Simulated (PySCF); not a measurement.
# GeH4: relaxation and vibrations of the singlet

The task is one start of a wider search on GeH4: the singlet, from a tetrahedral start. It is relaxed, tested by its Hessian and followed downhill if it is a saddle.

The runs use PySCF 2.14.0; PBE, basis Ge def2-TZVP, H def2-TZVP, no relativity, density fitting.

### 1 The starting structure

5 atoms, charge 0, spin multiplicity 1.

Bond lengths: Ge1–H2 1.530 Å, Ge1–H3 1.530 Å, Ge1–H4 1.530 Å, Ge1–H5 1.530 Å. Angles: H2–Ge1–H3 109.5°, H2–Ge1–H4 109.5°, H2–Ge1–H5 109.5°, H3–Ge1–H4 109.5°, H3–Ge1–H5 109.5°, H4–Ge1–H5 109.5°.

```xyz
5
charge 0 multiplicity 1
Ge    0.0000    0.0000    0.0000
H     0.8834    0.8833    0.8834
H    -0.8834    0.8833   -0.8834
H     0.8834   -0.8833   -0.8834
H    -0.8834   -0.8833    0.8834
```

### 2 Finding the electronic state

The steps below are one call of a driver around PySCF. For each, scf.py gives the equivalent set-up of the SCF; relaxations use the driver's own optimiser. After this first run the driver tries any further starts and a stability analysis.

Contents of scf.py:

```python
from pyscf import gto, scf, dft
mol = gto.M(atom='''
Ge     0.000000     0.000000     0.000000
H      0.883390     0.883300     0.883390
H     -0.883390     0.883300    -0.883390
H      0.883390    -0.883300    -0.883390
H     -0.883390    -0.883300     0.883390''',
    basis={'Ge': 'def2-TZVP', 'H': 'def2-TZVP'},
    charge=0, spin=0)
mf = dft.RKS(mol, xc='PBE')
mf.grids.atom_grid = (50, 194)
aux = {'Ge': 'def2-universal-JKFIT', 'H': 'def2-universal-JKFIT'}
mf = mf.density_fit(auxbasis=aux)
mf.conv_tol = 1e-08
mf.diis_space = 10
mf.max_cycle = 60
mf.init_guess = 'minao'
mf.verbose = 4
mf.kernel()
```

Started as:

```sh
> OMP_NUM_THREADS=2 python axn.py task.json out
```

Log:

```text
init E= -2078.28940776297
  HOMO = -0.336505895908657  LUMO = -0.0057897998188432  gap/eV = 8.99924
cycle= 1 E= -2079.01463592238  delta_E= -0.725  |g|= 0.816  |ddm|=  1.5
  HOMO = -0.310185060755096  LUMO = 0.00250124174428557  gap/eV = 8.50863
cycle= 2 E= -2078.97963860329  delta_E= 0.035  |g|= 1.07  |ddm|= 0.614
  HOMO = -0.298560039621202  LUMO = 0.0132738115134501  gap/eV = 8.48543
cycle= 3 E= -2079.05696454459  delta_E= -0.0773  |g|= 0.0376  |ddm|= 0.403
  HOMO = -0.308011125130497  LUMO = 0.00742550094702921  gap/eV = 8.58347
cycle= 4 E= -2079.0573275058  delta_E= -0.000363  |g|= 0.00969  |ddm|= 0.0585
  HOMO = -0.307245193698479  LUMO = 0.0079553433911661  gap/eV = 8.57704
cycle= 5 E= -2079.05735578742  delta_E= -2.83e-05  |g|= 0.000936  |ddm|= 0.0129
  HOMO = -0.307036183223608  LUMO = 0.00807415657358934  gap/eV = 8.57459
cycle= 6 E= -2079.05735608872  delta_E= -3.01e-07  |g|= 4.93e-05  |ddm|= 0.00104
  HOMO = -0.307030529802504  LUMO = 0.00807747792214908  gap/eV = 8.57453
cycle= 7 E= -2079.05735608904  delta_E= -3.27e-10  |g|= 2.88e-06  |ddm|= 4.57e-05
  HOMO = -0.307030286039125  LUMO = 0.00807762391431233  gap/eV = 8.57452
Extra cycle  E= -2079.05735608905  delta_E= -9.09e-12  |g|= 2.11e-06  |ddm|= 4.15e-06
converged SCF energy = -2079.05735608905
```

This step, with its further starts and checks, ran for 3.6 s (2 threads of Arm Neoverse V2, shared host).

The test of internal stability found no lower closed-shell solution.

### 3 Relaxation: tetrahedral start, singlet

The program finds Td symmetry in the start, which this walk keeps. The walk stops when the largest gradient is under 0.0003 Eh/bohr and the energy has settled too.

scf.py, as its differences from that of step 2:

```diff
@@ -4,4 +4,4 @@
-H      0.883390     0.883300     0.883390
-H     -0.883390     0.883300    -0.883390
-H      0.883390    -0.883300    -0.883390
-H     -0.883390    -0.883300     0.883390''',
+H      0.883360     0.883360     0.883360
+H     -0.883360     0.883360    -0.883360
+H      0.883360    -0.883360    -0.883360
+H     -0.883360    -0.883360     0.883360''',
@@ -17 +16,0 @@
-mf.init_guess = 'minao'
```

Steps of the walk:

| step | energy (Eh) | change (kJ/mol) | largest symmetric gradient (Eh/bohr) |
| --- | --- | --- | --- |
| 0 | -2079.057356 | 0.00 | 0.00260 |
| 1 | -2079.057567 | -0.55 | 0.00077 |
| 2 | -2079.057588 | -0.61 | 0.00002 |

The walk took 2.4 s.

Geometry (Å) and forces (eV/Å) at some steps:

```
step 0
Ge   0.000   0.000   0.000   0.000   0.000   0.000
H    0.883   0.883   0.883   0.134   0.134   0.134
H   -0.883   0.883  -0.883  -0.134   0.134  -0.134
H    0.883  -0.883  -0.883   0.134  -0.134  -0.134
H   -0.883  -0.883   0.883  -0.134  -0.134   0.134
step 1
Ge   0.000   0.000   0.000   0.000   0.000   0.000
H    0.889   0.889   0.889   0.040   0.040   0.040
H   -0.889   0.889  -0.889  -0.040   0.040  -0.040
H    0.889  -0.889  -0.889   0.040  -0.040  -0.040
H   -0.889  -0.889   0.889  -0.040  -0.040   0.040
step 2
Ge   0.000   0.000   0.000   0.000   0.000   0.000
H    0.891   0.891   0.891   0.001   0.001   0.001
H   -0.891   0.891  -0.891  -0.001   0.001  -0.001
H    0.891  -0.891  -0.891   0.001  -0.001  -0.001
H   -0.891  -0.891   0.891  -0.001  -0.001   0.001
```

After 2 steps and 0.6 kJ/mol it ends at Td: Ge–H 1.544 Å (×4); H–Ge–H 109.5° (×6).

### 4 Frequencies

The point is checked on the finer grid, and tightened if its gradient asks for it. The Hessian and the dipole derivatives come from central differences of analytic gradients, with steps of 0.02 bohr.

scf.py, as its differences from that of step 3:

```diff
@@ -3,5 +3,5 @@
-Ge     0.000000     0.000000     0.000000
-H      0.883360     0.883360     0.883360
-H     -0.883360     0.883360    -0.883360
-H      0.883360    -0.883360    -0.883360
-H     -0.883360    -0.883360     0.883360''',
+Ge    -0.000000     0.000000    -0.000000
+H      0.891248     0.891248     0.891248
+H     -0.891248     0.891248    -0.891248
+H      0.891248    -0.891248    -0.891248
+H     -0.891248    -0.891248     0.891248''',
@@ -11 +11 @@
-mf.grids.atom_grid = (50, 194)
+mf.grids.atom_grid = (75, 302)
@@ -14 +14 @@
-mf.conv_tol = 1e-08
+mf.conv_tol = 1e-10
```

The driver hands on the density of the step before, so the log starts near convergence.

Log of the central SCF (cycles and frontier levels):

```text
init E= -2079.05755956131
  HOMO = -0.30619134828989  LUMO = 0.0041759212069099  gap/eV = 8.44552
cycle= 1 E= -2079.05755956129  delta_E= 1.5e-11  |g|= 1.84e-06  |ddm|= 1.95e-06
  HOMO = -0.30619152687017  LUMO = 0.00417579166328874  gap/eV = 8.44552
Extra cycle  E= -2079.0575595613  delta_E= -1e-11  |g|= 2.93e-06  |ddm|= 2.44e-06
converged SCF energy = -2079.0575595613
```

The whole step took 9.1 s.

Geometry: Td; Ge–H 1.544 Å (×4); H–Ge–H 109.5° (×6).

Harmonic modes (main isotopes):

| symmetry | ω (cm⁻¹) | IR (km/mol) |
| --- | --- | --- |
| t2 | 788 | 264 |
| e | 894 | 0.0 |
| a1 | 2097 | 0.0 |
| t2 | 2112 | 332 |

All wavenumbers are real: a minimum.

Properties at this point:

```yaml
Dipole_moment: 0.00 D
Highest_occupied_level: -8.33 eV
Lowest_empty_level: 0.11 eV
Rotational_constants: 2.632, 2.632, 2.632 cm⁻¹
Zero-point_energy: 75.3 kJ/mol
Principal_polarisabilities: 34.7, 34.7, 34.7 bohr³
Atomisation_energy_without_zero-point_energy: 1200 kJ/mol
Principal_traceless_quadrupole_moments_about_the_centre_of_mass: 0.00, 0.00, 0.00 D Å
Entropy_at_298.15_K_and_1_bar: 218.1 J/(mol K)
Heat_capacity_Cp_at_298.15_K: 46.1 J/(mol K)
Enthalpy_at_298.15_K_above_0_K: 10.86 kJ/mol
Rotational_symmetry_number: 12
```

Charges (e) and bond orders:

| atom | Mulliken | Löwdin | polar tensor | Mayer order to Ge1 |
| --- | --- | --- | --- | --- |
| Ge1 | -0.01 | 0.25 | 0.85 | – |
| H2,3,4,5 | 0.00 | -0.06 | -0.21 | 0.94 |

Mulliken populations on Ge1: s 7.43, p 14.47, d 10.10, f 0.01.

### 5 What came out

| quantity | value |
| --- | --- |
| minimum | singlet, Td |
| geometry | Ge–H 1.544 Å (×4); H–Ge–H 109.5° (×6) |
| wavenumbers (cm⁻¹) | 788 (t2), 894 (e), 2097 (a1), 2112 (t2) |
| dipole moment | 0.00 D |
| highest occupied, lowest empty level | -8.33, 0.11 eV |
| polar-tensor charge of Ge1 | +0.85 e |
| zero-point energy | 75.3 kJ/mol |
| entropy at 298.15 K | 218.1 J/(mol K) |
| atomisation energy (no zero-point energy) | 1200 kJ/mol |

What this shows: The molecule stays Td, as typed, and the end point is a minimum. In the infrared the band at 2112 cm⁻¹ (t2, stretch) leads. The dipole vanishes although Ge1 carries +0.9 e by the polar tensor: the bond dipoles cancel. Other starts or spin states, not run here, may lie lower.

The search up to here took 15 s.
